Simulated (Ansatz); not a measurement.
# BH3OSSi: one species, many methods

Aim: compute BH3OSSi with functionals from several rungs and with coupled cluster. The yardstick is the atomisation energy at the CCSD(T) limit.

The runs use Ansatz 0.2.0, Gaussian basis; functionals in def2-TZVPP, the program's frozen cores in correlated methods.

Levels to be run: LDA (SPW92), PBE-D4, revPBE-D4, BLYP-D4, r2SCAN-D4, B97M-V, PBE0-D4, B3LYP-D4, r2SCANh-D4, r2SCAN0-D4, HSE06-D4, BHLYP-D4, CAM-B3LYP-D4, LC-ωPBE, ωB97X-V, ωB97M-V, B2PLYP, PBE-QIDH; CCSD(T)/def2-SVP; CCSD(T)/def2-TZVPP; MP2/def2-QZVPP; extrapolation to the limit; RPA on PBE.

## 1. The relaxed structure

The geometry comes from an earlier relaxation with PBE0-D4 in a triple-zeta def2 set; it is a stationary point, not always the lowest conformer.

SMILES `S[SiH]1BO1`, 7 atoms, charge 0, spin multiplicity 1.

Atoms are counted from 1 here; the program's logs count them from 0.

Bond lengths: S1–Si2 2.115 Å, S1–H5 1.344 Å, Si2–B3 1.894 Å, Si2–O4 1.749 Å, Si2–H6 1.478 Å, B3–O4 1.342 Å, B3–H7 1.189 Å. Angles: Si2–S1–H5 95.1°, S1–Si2–B3 123.8°, S1–Si2–O4 115.8°, S1–Si2–H6 109.9°, B3–Si2–O4 43.0°, B3–Si2–H6 125.9°, O4–Si2–H6 109.5°, Si2–B3–O4 62.7°, Si2–B3–H7 165.6°, O4–B3–H7 131.7°, Si2–O4–B3 74.2°.

## 2. LDA

This LDA is Slater exchange with PW92 correlation.

in.yaml reads:

```yaml
crystal:
  periodic: [false, false, false]
  atoms:
    - {symbol: S, position_ang: [-2.056464, -0.135160, 0.421752]}
    - {symbol: Si, position_ang: [-0.010890, 0.369977, 0.242789]}
    - {symbol: B, position_ang: [1.385416, -0.905212, 0.139096]}
    - {symbol: O, position_ang: [0.870759, -0.461173, -1.018552]}
    - {symbol: H, position_ang: [-2.503764, 0.929448, -0.266767]}
    - {symbol: H, position_ang: [0.133570, 1.830485, 0.064435]}
    - {symbol: H, position_ang: [2.242574, -1.696364, 0.371546]}
basis:
  gaussian: {orbitals: def2-TZVPP}
hamiltonian: {xc: lda}
output: {orbitals: {seedname: orbitals}}
```

Run with:

```
$ ansatz run in.yaml --threads 2 --pin off --events-out ev --progress --plain --max-ram 4352MiB
```

The runs that follow: PBE-D4 (GGA); revPBE-D4 (GGA); BLYP-D4 (GGA); r2SCAN-D4 (meta-GGA); B97M-V (meta-GGA); PBE0-D4 (hybrid); B3LYP-D4 (hybrid); r2SCANh-D4 (hybrid); r2SCAN0-D4 (hybrid); HSE06-D4 (hybrid); BHLYP-D4 (hybrid); CAM-B3LYP-D4 (range-separated); LC-ωPBE (range-separated); ωB97X-V (range-separated); ωB97M-V (range-separated); B2PLYP (double hybrid); PBE-QIDH (double hybrid); CCSD(T) in def2-SVP; CCSD(T) in def2-TZVPP; MP2 in def2-QZVPP; RPA on PBE orbitals.

Before running them: what should the planned runs give, taken together? Wanted: atomisation energy, CCSD(T)/CBS; farthest beyond LDA; mean size of error, GGA; mean size of error, meta-GGA; mean size of error, hybrid; mean size of error, range-separated; mean size of error, double hybrid; gap, smallest and largest; T1 diagnostic.

As calculated:

| quantity | value |
| --- | --- |
| atomisation energy, CCSD(T)/CBS | 25.487 eV |
| functionals within 0.127 eV (0.5 %) | revPBE-D4, BLYP-D4, PBE0-D4, B3LYP-D4, r2SCANh-D4, HSE06-D4, CAM-B3LYP-D4, LC-ωPBE |
| farthest beyond LDA | BHLYP-D4 (-0.908 eV) |
| mean size of error, GGA | 0.241 eV |
| mean size of error, meta-GGA | 0.360 eV |
| mean size of error, hybrid | 0.230 eV |
| mean size of error, range-separated | 0.162 eV |
| mean size of error, double hybrid | 0.226 eV |
| gap, smallest and largest | 3.63 eV (LDA (SPW92)), 10.84 eV (LC-ωPBE) |
| T1 diagnostic | 0.0158 |
| triples share of the correlation energy | 4.4 % |

LDA overbinds by 3.996 eV (16 %). PBE-D4 misses by +0.601 eV. Double hybrids carry the basis error of their MP2 part in triple zeta, and no dispersion term here, so their miss is partly the set-up's. Taken by rung, range-separated functionals do best (0.162 eV on average) and meta-GGA ones worst beyond LDA (0.360 eV). Misses under about 0.127 eV are within the doubt on the reference itself, which lacks core-valence correlation, relativity and higher excitations. Hartree-Fock recovers 71 % of the binding; the rest is correlation. CCSD(T) in def2-SVP is off by -1.917 eV, worse than the median functional, from the basis alone. Orbital gaps span 3.6 to 10.8 eV; exact exchange widens them.
